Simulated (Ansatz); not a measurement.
# CH7BFNSi: a ladder of functionals and wavefunction methods

Aim: compute CH7BFNSi with functionals from several rungs and with coupled cluster, and see how far each lands from CCSD(T) at the basis-set limit for the atomisation energy.

Program: Ansatz 0.2.0, Gaussian basis. Level of theory: functionals in def2-TZVPP, the program's frozen cores in correlated methods. These are calculated values, not measurements.

Plan: PBE-D4, r2SCAN-D4, PBE0-D4, B3LYP-D4, ωB97X-V, ωB97M-V, B2PLYP; CCSD(T)/def2-TZVPP; MP2/def2-QZVPP; extrapolation to the limit.

### 1 Structure used throughout

The geometry comes from an earlier relaxation with PBE0-D4 in a triple-zeta def2 set; it is a stationary point, not always the lowest conformer.

12 atoms, charge 0, spin multiplicity 1.

Atoms are counted from 1 here; the program's logs count them from 0.

Bond lengths: B1–Si2 2.010 Å, B1–N5 1.662 Å, B1–H6 1.203 Å, B1–H7 1.211 Å, Si2–F3 1.617 Å, Si2–C4 1.923 Å, Si2–H8 1.490 Å, C4–N5 1.506 Å, C4–H9 1.091 Å, C4–H10 1.091 Å, N5–H11 1.015 Å, N5–H12 1.016 Å. Angles: Si2–B1–N5 84.2°, Si2–B1–H6 126.6°, Si2–B1–H7 108.3°, N5–B1–H6 111.5°, N5–B1–H7 106.0°, H6–B1–H7 114.7°, B1–Si2–F3 120.8°, B1–Si2–C4 76.9°, B1–Si2–H8 127.6°, F3–Si2–C4 108.8°, F3–Si2–H8 104.7°, C4–Si2–H8 113.2°, Si2–C4–N5 91.6°, Si2–C4–H9 110.3°, Si2–C4–H10 124.0°, N5–C4–H9 107.8°, N5–C4–H10 112.4°, H9–C4–H10 108.9° and more.

### 2 PBE-D4 (GGA)

Contents of in.yaml:

```yaml
crystal:
  periodic: [false, false, false]
  atoms:
    - {symbol: B, position_ang: [0.452879, 1.138763, 0.518651]}
    - {symbol: Si, position_ang: [-0.925644, -0.241392, 1.004516]}
    - {symbol: F, position_ang: [-0.581841, -1.420054, 2.057244]}
    - {symbol: C, position_ang: [-0.357678, -0.790834, -0.748887]}
    - {symbol: N, position_ang: [0.891865, 0.043462, -0.651115]}
    - {symbol: H, position_ang: [1.396432, 1.475300, 1.184888]}
    - {symbol: H, position_ang: [-0.104262, 2.043771, -0.062274]}
    - {symbol: H, position_ang: [-2.399943, -0.056098, 1.113129]}
    - {symbol: H, position_ang: [-0.998138, -0.344165, -1.511502]}
    - {symbol: H, position_ang: [-0.147060, -1.824655, -1.026717]}
    - {symbol: H, position_ang: [1.660008, -0.523758, -0.307991]}
    - {symbol: H, position_ang: [1.190481, 0.444462, -1.536041]}
basis:
  gaussian: {orbitals: def2-TZVPP}
hamiltonian: {xc: pbe, dispersion: d4}
output: {forces: true, orbitals: {seedname: orbitals}}
```

Run with:

```
ansatz run in.yaml --threads 4 --pin off --events-out ev --progress --plain --max-ram 10444MiB
```

The runs that follow: r2SCAN-D4 (meta-GGA); PBE0-D4 (hybrid); B3LYP-D4 (hybrid); ωB97X-V (range-separated); ωB97M-V (range-separated); B2PLYP (double hybrid); CCSD(T) in def2-TZVPP; MP2 in def2-QZVPP.

Q: Predict the results of all the runs planned. Wanted: atomisation energy, CCSD(T)/CBS; farthest; mean size of error, hybrid; mean size of error, range-separated; gap, smallest and largest; T1 diagnostic; triples share of the correlation energy.

As calculated:

```
                               quantity                                 value
        atomisation energy, CCSD(T)/CBS                             44.717 eV
    functionals within 0.224 eV (0.5 %)          r2SCAN-D4, PBE0-D4, B3LYP-D4
                               farthest                    PBE-D4 (+0.785 eV)
             mean size of error, hybrid                              0.091 eV
    mean size of error, range-separated                              0.269 eV
              gap, smallest and largest  4.75 eV (PBE-D4), 11.01 eV (ωB97X-V)
                          T1 diagnostic                                0.0110
triples share of the correlation energy                                 3.5 %
```

PBE-D4 is off by +0.785 eV. Double hybrids carry the basis error of their MP2 part in triple zeta, and no dispersion term here, so their miss is partly the set-up's. The reference freezes the cores and leaves out relativity and excitations past (T), so misses under about 0.224 eV can't be ranked. Hartree-Fock recovers 73 % of the binding; the rest is correlation. The gap grows from 4.8 to 11.0 eV across the functionals, mostly with the share of exact exchange.
